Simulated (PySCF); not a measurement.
# BeCl⁻ under other conditions

One physical setting of the base script is moved in each run, with the edits that it forces.

The runs use PySCF 2.14.0; each script names its method and basis.

2 further runs of the same task are left out: 2 that didn't finish.

## 1. Where the work starts

BeCl⁻: 2 atoms, charge -1, spin multiplicity 1.

Bond lengths: Be1–Cl2 2.171 Å.

## 2. Base script

input.py

```python
from pyscf import gto, scf

mol = gto.M(
    atom='Be 0 0 0; Cl 0 0 2.171',
    basis='aug-cc-pvdz',
    charge=-1,
    spin=0,
    verbose=4,
)
mf = scf.RHF(mol)
mf = mf.density_fit(auxbasis='def2-universal-jkfit')
mf.kernel()
mf.analyze()
print('orbital energies (hartree):', mf.mo_energy[..., max(0, mol.nelec[1]-3):mol.nelec[0]+3].round(4))
```

The run is started by

```
> OMP_NUM_THREADS=1 python input.py
```

Its log is not repeated here.

Base result: E(SCF) = -474.178545 Eh, 9 cycles.

The bond length is a typed value, not an optimised one. The dipole of an ion depends on the origin.

## 3. PCM, ε = 78.36

Variant 1 changes solvent: none (gas phase) → PCM, ε = 78.36.

input.py

```python
from pyscf import gto, scf, solvent

mol = gto.M(
    atom='Be 0 0 0; Cl 0 0 2.171',
    basis='aug-cc-pvdz',
    charge=-1,
    spin=0,
    verbose=4,
)
mf = scf.RHF(mol)
mf = mf.density_fit(auxbasis='def2-universal-jkfit')
mf = solvent.PCM(mf)
mf.with_solvent.eps = 78.36
mf.kernel()
mf.analyze()
print('orbital energies (hartree):', mf.mo_energy[..., max(0, mol.nelec[1]-3):mol.nelec[0]+3].round(4))
```

The run is started by

```
> OMP_NUM_THREADS=1 python input.py
```

## 4. Charge -2 (doublet, UHF)

Variant 2 changes charge: -1 → -2; spin (2S): 0 → 1; SCF type: RHF → UHF.

input.py

```python
from pyscf import gto, scf

mol = gto.M(
    atom='Be 0 0 0; Cl 0 0 2.171',
    basis='aug-cc-pvdz',
    charge=-2,
    spin=1,
    verbose=4,
)
mf = scf.UHF(mol)
mf = mf.density_fit(auxbasis='def2-universal-jkfit')
mf.kernel()
mf.analyze()
print('orbital energies (hartree):', [e[max(0, n-3):n+3].round(4) for e, n in zip(mf.mo_energy, mol.nelec)])
```

## 5. PCM, ε = 32.6

Variant 3 changes solvent: none (gas phase) → PCM, ε = 32.6.

input.py, as its differences from that of step 2:

```diff
@@ -1,2 +1,2 @@
-from pyscf import gto, scf
+from pyscf import gto, scf, solvent
 
@@ -11,2 +11,4 @@
 mf = mf.density_fit(auxbasis='def2-universal-jkfit')
+mf = solvent.PCM(mf)
+mf.with_solvent.eps = 32.6
 mf.kernel()
```

## 6. Bond 10 Å

Variant 4 changes bond length: 2.171 Å → 10 Å.

input.py, as its differences from that of step 2:

```diff
@@ -3,3 +3,3 @@
 mol = gto.M(
-    atom='Be 0 0 0; Cl 0 0 2.171',
+    atom='Be 0 0 0; Cl 0 0 10',
     basis='aug-cc-pvdz',
```

## 7. Bond 2.019 Å

Variant 5 changes bond length: 2.171 Å → 2.019 Å.

input.py, as its differences from that of step 2:

```diff
@@ -3,3 +3,3 @@
 mol = gto.M(
-    atom='Be 0 0 0; Cl 0 0 2.171',
+    atom='Be 0 0 0; Cl 0 0 2.019',
     basis='aug-cc-pvdz',
```

**Question.** What will these runs give? Wanted: for each run, E(SCF); from base; gap, α spin.

**Answer**, as computed:

```tsv
run	E(SCF) (hartree)	from base (eV)	cycles	gap, α spin (eV)
base	-474.178545	0	9	4.51
PCM, ε = 78.36	-474.261953	-2.2696	9	7.24
charge -2 (doublet, UHF)	-474.073638	+2.8547	13	1.46
PCM, ε = 32.6	-474.260320	-2.2252	9	7.18
bond 10 Å (poor choice)	-474.136402	+1.1468	7	5.89
bond 2.019 Å	-474.182407	-0.1051	10	4.24
```

**Reading.** The largest comparable shift of the SCF energy, -2.270 eV, comes with the run “PCM, ε = 78.36”. A continuum solvent with ε = 78.36 lowers the energy by 2.270 eV, a large gain because the system is charged. At the SCF level, adding an electron (to the doublet) costs 2.85 eV at fixed geometry; correlation, diffuse functions and relaxation can still bind it. A continuum solvent with ε = 32.6 lowers the energy by 2.225 eV, a large gain because the system is charged. Rows marked «poor choice» come from settings spoiled on purpose.
